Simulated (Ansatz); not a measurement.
# C2H8B2Si: one species, many methods

How much do the methods differ for C2H8B2Si? The plan is to run it at one geometry with functionals of several rungs and with coupled cluster. The yardstick is the atomisation energy at the CCSD(T) limit.

Computed with Ansatz 0.2.0, Gaussian basis. Level: functionals in def2-TZVPP, the program's frozen cores in correlated methods.

Levels to be run: PBE-D4, r2SCAN-D4, PBE0-D4, B3LYP-D4, ωB97X-V, ωB97M-V, B2PLYP; CCSD(T)/def2-TZVPP; MP2/def2-QZVPP; extrapolation to the limit.

## Step 1: The geometry

The geometry comes from an earlier relaxation with PBE0-D4 in a triple-zeta def2 set; it is a stationary point, not always the lowest conformer.

SMILES `BC1(B)C[SiH2]1`, 13 atoms, charge 0, spin multiplicity 1.

Atoms are counted from 1 here; the program's logs count them from 0.

Bond lengths: B1–C2 1.528 Å, B1–H6 1.195 Å, B1–H7 1.202 Å, C2–B3 1.528 Å, C2–C4 1.532 Å, C2–Si5 1.904 Å, B3–H8 1.202 Å, B3–H9 1.195 Å, C4–Si5 1.834 Å, C4–H10 1.086 Å, C4–H11 1.086 Å, Si5–H12 1.476 Å, Si5–H13 1.476 Å. Angles: C2–B1–H6 119.7°, C2–B1–H7 120.6°, H6–B1–H7 119.6°, B1–C2–B3 119.9°, B1–C2–C4 119.9°, B1–C2–Si5 100.7°, B3–C2–C4 119.9°, B3–C2–Si5 100.8°, C4–C2–Si5 63.4°, C2–B3–H8 120.6°, C2–B3–H9 119.7°, H8–B3–H9 119.6°, C2–C4–Si5 68.2°, C2–C4–H10 116.0°, C2–C4–H11 116.0°, Si5–C4–H10 117.4°, Si5–C4–H11 117.4°, H10–C4–H11 114.2° and more.

As a file:

```
atom    x (Å)    y (Å)    z (Å)
  B1  -1.5921  -0.0898   0.4997
  C2  -0.2156  -0.4785  -0.0372
  B3   0.7795  -1.2020   0.8686
  C4   0.2113  -0.0338  -1.4395
 Si5   0.6081   1.2331  -0.1747
  H6  -1.8476  -0.2600   1.6551
  H7  -2.4179   0.3962  -0.2260
  H8   1.8291  -1.5955   0.4345
  H9   0.5177  -1.3690   2.0230
 H10  -0.5936   0.1881  -2.1338
 H11   1.0416  -0.5785  -1.8789
 H12  -0.2686   2.4016   0.0379
 H13   1.9683   1.3533   0.3861
```

## Step 2: PBE-D4 (GGA)

in.yaml reads:

```yaml
crystal:
  periodic: [false, false, false]
  atoms:
    - {symbol: B, position_ang: [-1.592128, -0.089836, 0.499727]}
    - {symbol: C, position_ang: [-0.215569, -0.478481, -0.037238]}
    - {symbol: B, position_ang: [0.779532, -1.201997, 0.868624]}
    - {symbol: C, position_ang: [0.211344, -0.033816, -1.439544]}
    - {symbol: Si, position_ang: [0.608093, 1.233090, -0.174670]}
    - {symbol: H, position_ang: [-1.847572, -0.259966, 1.655078]}
    - {symbol: H, position_ang: [-2.417933, 0.396241, -0.225966]}
    - {symbol: H, position_ang: [1.829086, -1.595534, 0.434537]}
    - {symbol: H, position_ang: [0.517702, -1.368971, 2.023010]}
    - {symbol: H, position_ang: [-0.593552, 0.188093, -2.133824]}
    - {symbol: H, position_ang: [1.041642, -0.578519, -1.878902]}
    - {symbol: H, position_ang: [-0.268559, 2.401610, 0.037927]}
    - {symbol: H, position_ang: [1.968315, 1.353286, 0.386139]}
basis:
  gaussian: {orbitals: def2-TZVPP}
hamiltonian: {xc: pbe, dispersion: d4}
output: {forces: true, orbitals: {seedname: orbitals}}
```

Launch:

```bash
$ ansatz run in.yaml --threads 4 --pin off --events-out ev --progress --plain --max-ram 10444MiB
```

Further steps of the session: r2SCAN-D4 (meta-GGA); PBE0-D4 (hybrid); B3LYP-D4 (hybrid); ωB97X-V (range-separated); ωB97M-V (range-separated); B2PLYP (double hybrid); CCSD(T) in def2-TZVPP; MP2 in def2-QZVPP.

Q: Predict the results of all the runs planned. Wanted: atomisation energy, CCSD(T)/CBS; farthest; mean size of error, hybrid; mean size of error, range-separated; gap, smallest and largest; T1 diagnostic; triples share of the correlation energy.

As calculated:

| quantity | value |
| --- | --- |
| atomisation energy, CCSD(T)/CBS | 48.904 eV |
| functionals within 0.245 eV (0.5 %) | B2PLYP |
| farthest | PBE-D4 (+0.906 eV) |
| mean size of error, hybrid | 0.428 eV |
| mean size of error, range-separated | 0.424 eV |
| gap, smallest and largest | 4.21 eV (PBE-D4), 10.53 eV (ωB97X-V) |
| T1 diagnostic | 0.0116 |
| triples share of the correlation energy | 4.2 % |

What this shows: PBE-D4 is off by +0.906 eV. Double hybrids carry the basis error of their MP2 part in triple zeta, and no dispersion term here, so their miss is partly the set-up's. The reference freezes the cores and leaves out relativity and excitations past (T), so misses under about 0.245 eV can't be ranked. Hartree-Fock recovers 77 % of the binding; the rest is correlation. Orbital gaps span 4.2 to 10.5 eV; exact exchange widens them.
